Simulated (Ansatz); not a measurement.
# CH5NOSi: how energies converge with the basis set

Aim: see how fast density functionals converge with the basis set for CH5NOSi.

Program: Ansatz 0.2.0, Gaussian basis. Level of theory: one geometry, several basis sets. These are calculated values, not measurements.

The runs, in order: PBE0-D4/def2-SVP; ωB97M-V/def2-SVP; PBE0-D4/def2-QZVPP; ωB97M-V/def2-QZVPP; the functionals' def2-TZVPP values are taken from earlier runs.

### Step 1. The relaxed structure

An earlier PBE0-D4 in a triple-zeta def2 set relaxation fixed the geometry.

SMILES `N=C[SiH2]O`, 9 atoms, charge 0, spin multiplicity 1.

Atoms are counted from 1 here; the program's logs count them from 0.

Bond lengths: N1–C2 1.271 Å, N1–H5 1.021 Å, C2–Si3 1.894 Å, C2–H6 1.099 Å, Si3–O4 1.636 Å, Si3–H7 1.487 Å, Si3–H8 1.487 Å, O4–H9 0.969 Å. Angles: C2–N1–H5 113.0°, N1–C2–Si3 114.1°, N1–C2–H6 122.2°, Si3–C2–H6 123.7°, C2–Si3–O4 104.4°, C2–Si3–H7 109.9°, C2–Si3–H8 109.9°, O4–Si3–H7 112.1°, O4–Si3–H8 112.1°, H7–Si3–H8 108.4°, Si3–O4–H9 109.7°.

As a file:

```mol
CH5NOSi
  3D, bonds by distance, orders not assigned

  9  8  0  0  0  0  0  0  0  0999 V2000
   -0.8899    0.8064   -1.0141 N   0  0
    0.3004    0.7062   -0.5789 C   0  0
    0.5334   -0.6370    0.7352 Si  0  0
   -0.9550   -1.2929    0.9155 O   0  0
   -0.9964    1.5354   -1.7214 H   0  0
    1.1128    1.3503   -0.9431 H   0  0
    1.0333   -0.0298    1.9968 H   0  0
    1.5311   -1.6353    0.2681 H   0  0
   -1.5815   -0.8498    0.3246 H   0  0
  1  2  8  0
  2  3  8  0
  3  4  8  0
  1  5  8  0
  2  6  8  0
  3  7  8  0
  3  8  8  0
  4  9  8  0
M  END
```

### Step 2. PBE0-D4 in def2-SVP

Input file in.yaml:

```yaml
crystal:
  periodic: [false, false, false]
  atoms:
    - {symbol: N, position_ang: [-0.889859, 0.806433, -1.014057]}
    - {symbol: C, position_ang: [0.300396, 0.706234, -0.578918]}
    - {symbol: Si, position_ang: [0.533441, -0.636969, 0.735215]}
    - {symbol: O, position_ang: [-0.954958, -1.292852, 0.915528]}
    - {symbol: H, position_ang: [-0.996371, 1.535429, -1.721391]}
    - {symbol: H, position_ang: [1.112831, 1.350315, -0.943121]}
    - {symbol: H, position_ang: [1.033324, -0.029812, 1.996825]}
    - {symbol: H, position_ang: [1.531093, -1.635285, 0.268134]}
    - {symbol: H, position_ang: [-1.581499, -0.849794, 0.324586]}
basis:
  gaussian: {orbitals: def2-SVP}
hamiltonian: {xc: pbe0, dispersion: d4}
output: {orbitals: {seedname: orbitals}}
```

On the command line:

```sh
$ ansatz run in.yaml --threads 2 --pin off --events-out ev --progress --plain --max-ram 4352MiB
```

After this run come: ωB97M-V in def2-SVP; PBE0-D4 in def2-QZVPP; ωB97M-V in def2-QZVPP.

Q: Predict the results of all the runs planned. Wanted: PBE0-D4: double and triple zeta above quadruple; ωB97M-V: double and triple zeta above quadruple.

As calculated:

```
                                       quantity          value
PBE0-D4: double and triple zeta above quadruple  9.03, 0.54 eV
ωB97M-V: double and triple zeta above quadruple  9.19, 0.51 eV
```

**Reading.** For PBE0-D4 the step from double to triple zeta gains 8.48 eV and the next only 0.54 eV. These are total energies; as a rule much of such shifts cancels in differences, which this series doesn't test.
